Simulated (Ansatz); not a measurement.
# SnN3H7: basis-set convergence

How large a basis does SnN3H7 need? Two functionals are run in growing sets.

Program: Ansatz 0.2.0, Gaussian basis. Level of theory: one geometry, several basis sets. These are calculated values, not measurements.

The runs, in order: PBE0-D4/def2-SVP; ωB97M-V/def2-SVP; PBE0-D4/def2-QZVPP; ωB97M-V/def2-QZVPP; the functionals' def2-TZVPP values are taken from earlier runs.

1 further run of the same task is left out (for a known fault of the program).

## 1. The relaxed structure

The geometry comes from an earlier relaxation with PBE0-D4 in a triple-zeta def2 set; it is a stationary point, not always the lowest conformer. Sn takes the def2 core potential; no spin-orbit term is included.

SMILES `[NH2][SnH]([NH2])[NH2]`, 11 atoms, charge 0, spin multiplicity 1.

Atoms are counted from 1 here; the program's logs count them from 0.

Bond lengths: N1–Sn2 2.023 Å, N1–H5 1.011 Å, N1–H6 1.011 Å, Sn2–N3 2.018 Å, Sn2–N4 2.022 Å, Sn2–H7 1.712 Å, N3–H8 1.012 Å, N3–H9 1.012 Å, N4–H10 1.011 Å, N4–H11 1.012 Å. Angles: Sn2–N1–H5 114.0°, Sn2–N1–H6 114.8°, H5–N1–H6 108.4°, N1–Sn2–N3 114.2°, N1–Sn2–N4 106.7°, N1–Sn2–H7 107.6°, N3–Sn2–N4 100.4°, N3–Sn2–H7 108.3°, N4–Sn2–H7 120.0°, Sn2–N3–H8 113.9°, Sn2–N3–H9 112.7°, H8–N3–H9 107.5°, Sn2–N4–H10 115.0°, Sn2–N4–H11 113.3°, H10–N4–H11 108.1°.

## 2. PBE0-D4 in def2-SVP

Input file in.yaml:

```yaml
crystal:
  periodic: [false, false, false]
  atoms:
    - {symbol: N, position_ang: [-0.709552, 1.735372, 0.334111]}
    - {symbol: Sn, position_ang: [0.489402, 0.126054, 0.075330]}
    - {symbol: N, position_ang: [0.202171, -1.344019, 1.427675]}
    - {symbol: N, position_ang: [-0.139301, -0.800091, -1.608546]}
    - {symbol: H, position_ang: [-1.588691, 1.677965, -0.162816]}
    - {symbol: H, position_ang: [-0.278776, 2.624516, 0.120331]}
    - {symbol: H, position_ang: [2.110336, 0.662886, 0.202831]}
    - {symbol: H, position_ang: [0.477016, -1.094242, 2.368793]}
    - {symbol: H, position_ang: [-0.759286, -1.658944, 1.463980]}
    - {symbol: H, position_ang: [-0.010001, -0.271241, -2.460801]}
    - {symbol: H, position_ang: [0.272082, -1.715256, -1.740390]}
basis:
  gaussian: {orbitals: def2-SVP}
hamiltonian: {xc: pbe0, dispersion: d4}
output: {orbitals: {seedname: orbitals}}
```

Run with:

```bash
$ ansatz run in.yaml --threads 4 --pin off --events-out ev --progress --plain --max-ram 10444MiB
```

Further steps of the session: ωB97M-V in def2-SVP; PBE0-D4 in def2-QZVPP; ωB97M-V in def2-QZVPP.

Before running them: what should the planned runs give, taken together? Wanted: PBE0-D4: double and triple zeta above quadruple; ωB97M-V: double and triple zeta above quadruple.

The runs gave:

```
                                       quantity          value
PBE0-D4: double and triple zeta above quadruple  6.64, 0.37 eV
ωB97M-V: double and triple zeta above quadruple  6.86, 0.36 eV
```

**Reading.** PBE0-D4 gains 6.27 eV from double to triple zeta, then 0.37 eV more. These are total energies; as a rule much of such shifts cancels in differences, which this series doesn't test. The LUMO of ωB97M-V is positive and keeps falling with the basis (2.43 to 1.20 eV): an unbound level that the basis holds in place.
